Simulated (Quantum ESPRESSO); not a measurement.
# WSe2: relaxation of cell and atoms with rev-vdW-DF2

WSe2:

```
Se W
1.0
     3.31993    0.00000    0.00000
    -1.65997    2.87515    0.00000
     0.00000    0.00000   13.73719
Se W
4 2
Direct
  0.33333 0.66667 0.87100
  0.66667 0.33333 0.37100
  0.33333 0.66667 0.62900
  0.66667 0.33333 0.12900
  0.66667 0.33333 0.75000
  0.33333 0.66667 0.25000
```

The cell is a database's computed one.

| Item | Value |
| --- | --- |
| Program | Quantum ESPRESSO 7.5 |
| Task | relaxation of cell and atoms |
| Functional | rev-vdW-DF2 |
| Potentials or basis | SSSP 1.3 efficiency PBE |
| Cutoff | 748 eV |
| Density cutoff | 5987 eV |
| k mesh | 12 × 12 × 3 |
| Occupations | gaussian, width 0.05 eV |
| Spin | no spin polarisation |
| Target pressure | 10 GPa |
| Mixing beta | 0.5 |
| Most SCF iterations | 120 |
| SCF threshold | 1.2e-09 Ry |
| Most ionic steps | 40 |
| Forc conv thr | 0.0004 Ry/bohr |
| Etot conv thr | 1e-05 Ry |
| Ion dynamics | bfgs |
| Cell dynamics | bfgs |
| Press conv thr | 0.3 kbar |

```yaml
Relaxed_volume: 18.10 Å³/atom
Relaxed_cell: a = 3.212 Å, b = 3.212 Å, c = 12.156 Å, α = 90.00°, β = 90.00°, γ = 120.00°
Space_group_after_relaxing_to_0.05_Å: P6_3/mmc (No. 194)
Energy_change_on_relaxing_the_enthalpy_is_what_falls: +57.6 meV/atom
Ionic_steps: 10
Pressure_after_relaxing: 10.0 GPa
Band_gap_on_the_k_mesh: 0.58 eV, indirect (least direct gap 1.44 eV)
```

Forces in eV/Å, atoms in the order of the input:
```
Se   0.000  0.000  0.002
Se   0.000  0.000  0.002
Se   0.000  0.000 -0.002
Se   0.000  0.000 -0.002
W    0.000  0.000  0.000
W    0.000  0.000  0.000
```

The path:
```csv
step,energy change (eV),largest force (eV/Å),pressure (GPa),volume (Å³)
1,0.0000,0.3311,0.18,131.13
2,0.1121,1.0720,6.72,124.67
3,0.2914,1.2210,11.51,118.39
4,0.4249,0.8223,13.12,113.44
5,0.4758,0.2628,12.30,110.14
6,0.5071,0.2726,11.07,107.29
7,0.4200,0.3255,9.69,107.73
8,0.3377,0.1124,9.34,108.75
9,0.3492,0.0147,9.95,108.54
10,0.3456,0.0016,9.98,108.60
```

Final structure:
```
CELL_PARAMETERS angstrom
3.21185 0.00000 0.00000
-1.60593 2.78154 0.00000
0.00000 0.00000 12.15589
ATOMIC_POSITIONS crystal
Se 0.33333 0.66667 0.88938
Se 0.66667 0.33333 0.38938
Se 0.33333 0.66667 0.61062
Se 0.66667 0.33333 0.11062
W 0.66667 0.33333 0.75000
W 0.33333 0.66667 0.25000
```

Levels at points of the mesh, in eV from the valence-band top:
| k point | band 24 | band 25 | band 26 | band 27 | band 28 | band 29 |
| --- | --- | --- | --- | --- | --- | --- |
| (0.00, 0.00, 0.00) | -1.45 | -0.57 | 0.00 | 2.53 | 2.53 | 2.60 |
| (0.00, -0.50, 0.00) | -1.57 | -1.49 | -0.94 | 2.09 | 2.23 | 2.30 |

Run time: 15 min on 4 MPI ranks on Intel(R) Xeon(R) Platinum 8259CL CPU @ 2.50GHz (Skylake/Cascade Lake) (shared host), peak memory 1.7 GiB a rank.

Caveat: the potentials were made for another functional, which shifts forces and pressure; the volume moved by over 15 % at a fixed basis, so the end points are rough; spin-orbit coupling is left out, which moves the levels of the heavy elements; an odd mesh through Γ misses points on the zone boundary, where band edges often lie.
